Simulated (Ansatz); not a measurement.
# C2H3F (SMILES C=CF) at r2SCAN/def2-TZVP

Aim: the electronic atomisation energy of C2H3F at r2SCAN/def2-TZVP, from 4 runs. 

Program for the calculation: Ansatz 0.2.0.

44 further runs of the same task are left out: 44 set aside as unsound or not needed.

### 1 The molecule

The species is C2H3F (6 atoms), meant as a singlet with charge 0. As SMILES, `C=CF`. The shape is that of a PBE0-D4/def2-TZVP optimisation.

Bond lengths: C1–C2 1.316 Å, C2–F3 1.336 Å, C1–H4 1.082 Å, C1–H5 1.081 Å, C2–H6 1.084 Å. Angles: C1–C2–F3 122.3°, C1–C2–H6 125.7°, F3–C2–H6 112.0°, C2–C1–H4 121.6°, C2–C1–H5 119.2°, H4–C1–H5 119.2°.

### 2 The energy at r2SCAN/def2-TZVP

Input file molecule.yaml:

```yaml
basis:
  gaussian:
    orbitals: def2-TZVP
crystal:
  periodic: [false, false, false]
  atoms:
    - {symbol: C, position_ang: [-0.536200, 0.076400, -0.442800]}
    - {symbol: C, position_ang: [0.490000, -0.016300, 0.376600]}
    - {symbol: F, position_ang: [0.966200, -1.192400, 0.795500]}
    - {symbol: H, position_ang: [-1.043900, -0.803300, -0.816600]}
    - {symbol: H, position_ang: [-0.880200, 1.054100, -0.749700]}
    - {symbol: H, position_ang: [1.046100, 0.817400, 0.790700]}
hamiltonian:
  xc: r2scan
accuracy: high
output: {orbitals: {seedname: orbitals}}
```

The run is started by

```console
$ ansatz run molecule.yaml --threads 1 --pin off --max-ram 3480MiB --events-out events.jsonl --progress --plain --runs-dir runs
```

Output:

```text
Warning: RAYON_NUM_THREADS=1 ignored (pool sized by the plan → 1); use --threads N
Functional definition: r2SCAN
  name "r2SCAN"
  parameter k0 = 0.174
  parameter k1 = 0.065
  parameter a1 = 4.9479
  exchange = r2scan_x(k0 = k0, k1 = k1, a1 = a1)
  correlation = r2scan_c
1965 factors; integrals over basis functions are off by at most 4.0e-9 eV
mean field evaluation 1: about -4832.6378 eV, gradient 5.1e1 eV
mean field evaluation 2: about -4828.6867 eV, gradient 5.9e1 eV
mean field evaluation 4: about -4838.3660 eV, gradient 4.2e0 eV
mean field evaluation 8: about -4838.3984 eV, gradient 1.8e-1 eV
mean field evaluation 16: about -4838.3984 eV, gradient 6.3e-6 eV
mean field -4838.39844663 eV, -177.8078633294 hartree, gradient 2.0e-8 eV, S^2 0.000000; 0 other end points of the search recorded, 0 dependent functions left out
reference -4838.39844728 eV, -177.8078633532 hartree; 12, 12 occupied and 99, 99 virtual orbitals, 1965 factors
Total energy: -4838.39844728 eV, -177.8078633532 hartree
```

Wall time 9.3 s (1 thread of Intel Xeon Platinum 8259CL at 2.50GHz (Skylake/Cascade Lake), shared host); peak memory 0.3 GiB.

### 3 The C atom

Input file job.yaml:

```yaml
crystal:
  periodic: [false, false, false]
  atoms:
    - {symbol: C, position_ang: [0.000000, 0.000000, 0.000000]}
basis:
  gaussian:
    orbitals: def2-TZVP
total_charge: 0
magnetization:
  spin_polarized: true
  initial_magnetization: 2
hamiltonian:
  xc: {name: r2SCAN}
accuracy: high
```

Run the same way, it converges to -37.83292 Eh (log not shown).

### 4 The F atom, same level

Input file job.yaml:

```yaml
crystal:
  periodic: [false, false, false]
  atoms:
    - {symbol: F, position_ang: [0.000000, 0.000000, 0.000000]}
basis:
  gaussian: {orbitals: def2-TZVP}
magnetization: {spin_polarized: true, initial_magnetization: 1}
hamiltonian: {xc: r2scan}
accuracy: high
```

Run the same way, it converges to -99.72763 Eh (log not shown).

### 5 The H atom

Input file molecule.yaml:

```yaml
crystal:
  periodic: [false, false, false]
  atoms:
    - {symbol: H, position_ang: [0.000000, 0.000000, 0.000000]}
basis:
  gaussian: {orbitals: def2-TZVP}
magnetization: {spin_polarized: true, initial_magnetization: 1}
hamiltonian: {xc: {name: r2SCAN}}
accuracy: high
```

Run the same way, it converges to -0.49993 Eh (log not shown).

### 6 Summary of results

At r2SCAN/def2-TZVP:

| quantity | value |
| --- | --- |
| molecule: total energy | -177.80786 Eh |
| molecule: HOMO energy | -6.72 eV |
| molecule: LUMO energy | -0.52 eV |
| molecule: HOMO–LUMO gap | 6.20 eV |
| C atom: total energy | -37.83292 Eh |
| C atom: ⟨S²⟩ | 2.006 |
| F atom: total energy | -99.72763 Eh |
| F atom: ⟨S²⟩ | 0.752 |
| H atom: total energy | -0.49993 Eh |
| H atom: ⟨S²⟩ | 0.750 |
| electronic atomisation energy | 24.888 eV |

In words: Taking the molecule apart into free atoms costs 24.89 eV (574 kcal/mol), before zero-point energy and without spin-orbit coupling.
